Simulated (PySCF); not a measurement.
# [Eu(H2O)]2+: other functionals and bases at one geometry

Aim: see how levels, charges and forces of [Eu(H2O)]2+ depend on the level of theory. The species was built from a template and needn't be a known compound.

Program: PySCF 2.14.0. Level of theory: several levels, as the steps say, no spin–orbit coupling. These are calculated values, not measurements.

1 further run of the same task is left out (for a known fault of the program).

### Step 1. The starting structure

4 atoms, charge 2, spin multiplicity 1.

Bond lengths: Eu1–O2 2.425 Å, O2–H3 0.977 Å, O2–H4 0.977 Å. Angles: Eu1–O2–H3 128.3°, Eu1–O2–H4 128.3°, H3–O2–H4 103.3°.

Coordinates:

```xyz
4
charge 2, multiplicity 1
Eu    0.00000    0.00000   -0.12848
O     0.00000    0.00000    2.29641
H     0.76595    0.00000    2.90223
H    -0.76595    0.00000    2.90223
```

Formal oxidation states: Eu +2. Each metal's 7 4f electrons lie in its core potential, so multiplicities, spins and levels count the valence alone. An earlier session relaxed this geometry at PBE0, Eu lcecp-0-SVP with ECP53, O def2-SVP, H def2-SVP (singlet, point group C2v).

At PBE0 on the finer grid: E = -105.090688 Eh, frontier levels not given, since the 4f levels lie in the core, Mulliken charge on Eu1 +1.78 e, largest force component 0.003 eV/Å. 

Levels to run: B3LYP; HF; PBE0, TZVP. Hardware: 2 threads of AMD EPYC 7R43 (Zen 3), shared host.

### Step 2. B3LYP

Input file run.py (the lines that set the calculation):

```python
mol = gto.M(atom='''
Eu     0.00000     0.00000    -0.12848
O      0.00000     0.00000     2.29641
H      0.76595     0.00000     2.90223
H     -0.76595     0.00000     2.90223''',
    basis={'Eu': 'lcecp-0-SVP', 'O': 'def2-SVP', 'H': 'def2-SVP'},
    ecp={'Eu': 'lcecp-0-SVP'},
    charge=2, spin=0)
mf = dft.RKS(mol, xc='B3LYP')
mf.grids.atom_grid = (75, 302)  # f atoms: unpruned, at least (60, 302)
mf = mf.density_fit()  # fitting sets: Eu AutoAux, O def2-universal-JKFIT, H def2-universal-JKFIT
mf.conv_tol = 1e-08; mf.max_cycle = 55
mf.kernel(dm0)  # dm0: the density of the relaxed state
```

Started as:

```console
> OMP_NUM_THREADS=2 python run.py
```

### Step 3. HF

Changes to run.py (the lines that set the calculation) since step 2:

```diff
@@ -8,4 +8,3 @@
     charge=2, spin=0)
-mf = dft.RKS(mol, xc='B3LYP')
-mf.grids.atom_grid = (75, 302)  # f atoms: unpruned, at least (60, 302)
+mf = scf.RHF(mol)
 mf = mf.density_fit()  # fitting sets: Eu AutoAux, O def2-universal-JKFIT, H def2-universal-JKFIT
```

### Step 4. PBE0, TZVP

Basis: Eu lcecp-0-TZVP with ECP53, O def2-TZVP, H def2-TZVP. 

Input file run.py (the lines that set the calculation):

```python
mol = gto.M(atom='''
Eu     0.00000     0.00000    -0.12848
O      0.00000     0.00000     2.29641
H      0.76595     0.00000     2.90223
H     -0.76595     0.00000     2.90223''',
    basis={'Eu': 'lcecp-0-TZVP', 'O': 'def2-TZVP', 'H': 'def2-TZVP'},
    ecp={'Eu': 'lcecp-0-TZVP'},
    charge=2, spin=0)
mf = dft.RKS(mol, xc='PBE0')
mf.grids.atom_grid = (75, 302)  # f atoms: unpruned, at least (60, 302)
mf = mf.density_fit()  # fitting sets: Eu AutoAux, O def2-universal-JKFIT, H def2-universal-JKFIT
mf.conv_tol = 1e-08; mf.max_cycle = 55
mf.kernel(dm0)  # dm0: free metal ions and neutral atoms
```

Q: Predict the outcome of this session. Wanted: for each run, charge on Eu1; dipole; largest force.

**Answer**, as computed:

| level | state | charge on Eu1 (e) | dipole (D) | largest force (eV/Å) | basis functions | time |
| --- | --- | --- | --- | --- | --- | --- |
| PBE0 (relaxed here) | singlet | 1.78 | 1.86 | 0.00 | 55 | 4 s |
| B3LYP | singlet | 1.76 | 1.91 | 0.14 | 55 | 2.1 s |
| HF | singlet | 1.85 | 1.57 | 1.50 | 55 | 1 s |
| PBE0, TZVP | singlet | 1.86 | 1.87 | 0.33 | 90 | 6 s |

Times are on 2 threads of AMD EPYC 7R43 (Zen 3), shared host; the first row also made further properties. The dipole of a charged species depends on the origin, so these sizes hold for this origin alone.

The largest leftover force, 1.50 eV/Å with HF, stands at a geometry relaxed at another level. The Mulliken charge on Eu spans +1.76 to +1.86 e over the levels. With 4f in the core, its levels are missing from HOMO and gap. Total energies of different levels can't be compared. Spin–orbit coupling is left out throughout.
